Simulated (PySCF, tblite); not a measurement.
# C₂H₁₀F₃NSi₃: geometry, infrared bands and NMR shifts

Aim: predict the infrared bands and NMR shifts of C₂H₁₀F₃NSi₃ (`N[SiH2][C@@H]([SiH3])[SiH2]C(F)(F)F`).

The runs use tblite 0.8.0 and PySCF 2.14.0, with density-fitted response routines of our own; the level of theory stands in each step. All values are computed, except where a source is named. Atoms are numbered from 0 throughout.

### Step 1. The molecule as given

19 atoms, charge 0, multiplicity 1; geometry from: force field or distance geometry start.

Bonds of the start (Å): N0–Si1 1.68, Si1–C2 1.84, C2–Si3 1.82, C2–Si4 1.84, Si4–C5 1.83, C5–F6 1.35, C5–F7 1.37, C5–F8 1.36, N0–H9 1.01, N0–H10 1.03, Si1–H11 1.47, Si1–H12 1.48, C2–H13 1.09, Si3–H14 1.47, Si3–H15 1.50, Si3–H16 1.49, Si4–H17 1.49, Si4–H18 1.49.

### Step 2. Optimising the geometry with GFN2-xTB

What the job is given:

```
{"job": {"kind": "relax", "xc": "GFN2-xTB", "basis": "xTB"}, "charge": 0, "multiplicity": 1}
N     -2.319900     0.758300    -1.034300
Si    -1.381000    -0.554900    -0.569500
C     -0.427600    -0.234900     0.968300
Si     0.505800    -1.758900     1.326700
Si     0.785600     1.122500     0.707100
C      1.725400     1.126500    -0.868600
F      0.943500     1.426000    -1.933900
F      2.735800     2.048100    -0.844400
F      2.305600    -0.079400    -1.114600
H     -1.841200     1.315200    -1.728800
H     -3.164100     0.416400    -1.512500
H     -0.522200    -0.860600    -1.719400
H     -2.343300    -1.662700    -0.370900
H     -1.093800     0.014400     1.799000
H      1.405100    -2.146100     0.227100
H      1.330200    -1.587100     2.566300
H     -0.413100    -2.894800     1.607200
H      0.055100     2.409900     0.863400
H      1.704200     1.151300     1.884100
```

The run is started by

```sh
$ OMP_NUM_THREADS=1 python probes_run.py task.json out
```

The driver reads the jobs from task.json and runs them one after another.

**Question.** This job is followed by: GFN2-xTB harmonic vibrations, gas phase; GIAO PBE0/pcSseg-1 NMR shielding, non-relativistic, gas phase. What will the session give for the following? strongest single infrared mode (GFN2-xTB); zero-point energy (GFN2-xTB); ¹³C shifts against TMS (PBE0/pcSseg-1); ¹H shifts against TMS (PBE0/pcSseg-1, means over atoms taken as alike); ¹⁵N shifts against NH3 (PBE0/pcSseg-1); ²⁹Si shifts against TMS (PBE0/pcSseg-1); ¹⁹F shifts against CFCl3 (PBE0/pcSseg-1, means over atoms taken as alike).

**Answer**, as computed:

| quantity | value |
| --- | --- |
| strongest single infrared mode (GFN2-xTB) | 2268 cm⁻¹, 452 km/mol |
| zero-point energy (GFN2-xTB) | 70.5 kcal/mol |
| ¹³C shifts against TMS (PBE0/pcSseg-1) | 140.8, -14.2 ppm |
| ¹H shifts against TMS (PBE0/pcSseg-1, means over atoms taken as alike) | 5.16, 4.81, 4.61, 4.49, 4.13, 0.35, -0.36 ppm |
| ¹⁵N shifts against NH3 (PBE0/pcSseg-1) | 14.0 ppm |
| ²⁹Si shifts against TMS (PBE0/pcSseg-1) | -30.5, -40.4, -72.0 ppm |
| ¹⁹F shifts against CFCl3 (PBE0/pcSseg-1, means over atoms taken as alike) | -68.5 ppm |

The optimisation took 78 steps and gained 0.819 eV; among the close pairs (by a distance rule), Si4–C5 changed most, from 1.835 to 1.946 Å. All 51 modes are real, so the xTB geometry is a minimum. GFN2-xTB is a fitted tight-binding method: band positions and strengths are rough. Its intensities can rank the bands wrongly. At PBE0/pcSseg-1: The widest tensor belongs to F6, F7, F8: span 187 ppm, with a paramagnetic part of -236 ppm.
